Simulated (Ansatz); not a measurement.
Crystal: SnSe2.

```
CELL_PARAMETERS angstrom
3.81100 0.00000 0.00000
-1.90550 3.30042 0.00000
0.00000 0.00000 6.13600
ATOMIC_POSITIONS crystal
Sn 0.00000 0.00000 0.00000
Se 0.66667 0.33333 0.75100
Se 0.33333 0.66667 0.24900
```

```yaml
Program: Ansatz 0.2.0
Task: relaxation of cell and atoms
Functional: r2SCAN
Potentials_or_basis: Ansatz PAW
Cutoff: "500 eV (not typed: the program's choice for these potentials)"
k_mesh: 8 × 8 × 5
Occupations: fermi-dirac, width 0.05 eV
Spin: no spin polarisation
```

At the start: volume 25.73 Å³/atom.

How do energy, volume and symmetry change on relaxing?

It ends after 7 steps and the volume is 27.77 Å³/atom (+8.0 %); space group P-3m1 (No. 164, to 0.05 Å).

The path:
```tsv
step	energy change (eV)	largest force (eV/Å)	volume (Å³)
1	0.0000	0.5174	77.18
2	-0.0433	0.0069	80.18
3	-0.0491	0.0150	81.91
4	-0.0510	0.0145	82.52
5	-0.0514	0.0054	83.18
6	-0.0514	0.0004	83.32
7	-0.0518	0.0001	83.32
```

Final structure:
```cif
data_structure
_symmetry_space_group_name_H-M 'P 1'
_symmetry_Int_Tables_number 1
_cell_length_a 3.8409
_cell_length_b 3.8409
_cell_length_c 6.5217
_cell_angle_alpha 90.000
_cell_angle_beta 90.000
_cell_angle_gamma 120.000
_cell_volume 83.32
loop_
_atom_site_label
_atom_site_type_symbol
_atom_site_fract_x
_atom_site_fract_y
_atom_site_fract_z
_atom_site_occupancy
Sn1 Sn 0.00000 0.00000 0.00000 1
Se1 Se 0.66667 0.33333 0.75871 1
Se2 Se 0.33333 0.66667 0.24129 1
```

Caveat: the plane-wave basis is chosen anew once the cell has moved, so the energies of steps on either side of that aren't comparable; the PAW data sets come from PBE, with cores solved anew for the run's functional, which leaves a small shift of forces and pressure.
